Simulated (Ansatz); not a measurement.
# Cu: stress in a strained cell

Aim: deform Cu (equal xx and yy strain of -2 %) and compute stress, forces and field gradients with LAPW, PAW and all-electron datasets made for the crystal.

Computed with Ansatz 0.2.0 (DFT PBEsol, scalar-relativistic, unless a step's input says otherwise).

**1. Starting point**

It takes space group Fm-3m (No. 225, cubic). The conventional cell has a = 3.615 Å, b = 3.615 Å, c = 3.615 Å, α = 90.00°, β = 90.00°, γ = 90.00°. Around Cu (site symmetry m-3m) lie 12 Cu at 2.56 Å.

Coordinates:

```xyz
1
Lattice="0.0000 1.8075 1.8075 1.8075 0.0000 1.8075 1.8075 1.8075 0.0000" Properties=species:S:1:pos:R:3 pbc="T T T"
Cu    0.0000    0.0000    0.0000
```

**2. The deformed structure**

Space group Fm-3m before, I4/mmm after.

**3. Full-potential LAPW**

File input.yaml:

```yaml
crystal:
  lattice:
    - [0.0, 1.77135, 1.8075]
    - [1.77135, 0.0, 1.8075]
    - [1.77135, 1.77135, 0.0]
  atoms:
    - { symbol: Cu, position: [0.0, 0.0, 0.0] }
kpoints:
  mp_grid: { grid: [19, 19, 19] }
  band_path:
    path:
      - [0.0, 0.0, 0.0]
      - [0.0, 0.5, 0.5]
      - [0.25, 0.75, 0.5]
      - [0.0, 0.5, 0.0]
      - [0.0, 0.0, 0.0]
      - [0.5, 0.5, 0.0]
      - [0.37005, 0.62995, 0.0]
      - [-0.37005, 0.37005, 0.0]
      - [0.0, 0.0, 0.0]
    npoints: 5
scf:
  occupations: { method: fermi_dirac, width: 0.08 }
hamiltonian:
  xc: pbesol
  pseudopotentials: { kind: all_electron, lapw: { basis_error: 0.00025 } }
output:
  forces: true
  stress: true
  eigenvalues: true
```

Run with:

```sh
> ansatz run input.yaml --threads 1 --pin off --max-ram 3072MiB --backend cpu --events-out ev --progress --plain --runs-dir out
```

**4. PAW on the default files**

File input.yaml:

```yaml
crystal:
  lattice:
    - [0.0, 1.77135, 1.8075]
    - [1.77135, 0.0, 1.8075]
    - [1.77135, 1.77135, 0.0]
  atoms:
    - { symbol: Cu, position: [0.0, 0.0, 0.0] }
kpoints:
  mp_grid: { grid: [19, 19, 19] }
scf:
  occupations: { method: fermi_dirac, width: 0.08 }
hamiltonian:
  xc: pbesol
  pseudopotentials: { kind: paw }
output:
  forces: true
  stress: true
  eigenvalues: true
  efg: { contact_densities: true }
```

**5. All-electron PAW on datasets made for the crystal**

Edit input.yaml of step 4 so:

```diff
@@ -13,3 +13,3 @@
   xc: pbesol
-  pseudopotentials: { kind: paw }
+  pseudopotentials: { kind: all_electron, datasets: crystal }
 output:
```

(Steps that only read results are left out.)

Q: Predict the outcome of this session. Wanted: pressure; largest shear or deviatoric stress.

As calculated:

```
                                 quantity                                              value
                                 pressure  LAPW -0.47, PAW -0.46, crystal datasets -0.45 GPa
largest shear or deviatoric stress (LAPW)                                           0.84 GPa
```

What this shows: The largest part of the stress beyond the pressure is 0.84 GPa in size, in the zz component. No run of the undeformed cell stands beside it, so the pressure holds what the given cell had before the change. PAW: stress within 0.01 GPa of LAPW. Crystal datasets: stress within 0.02 GPa of LAPW.
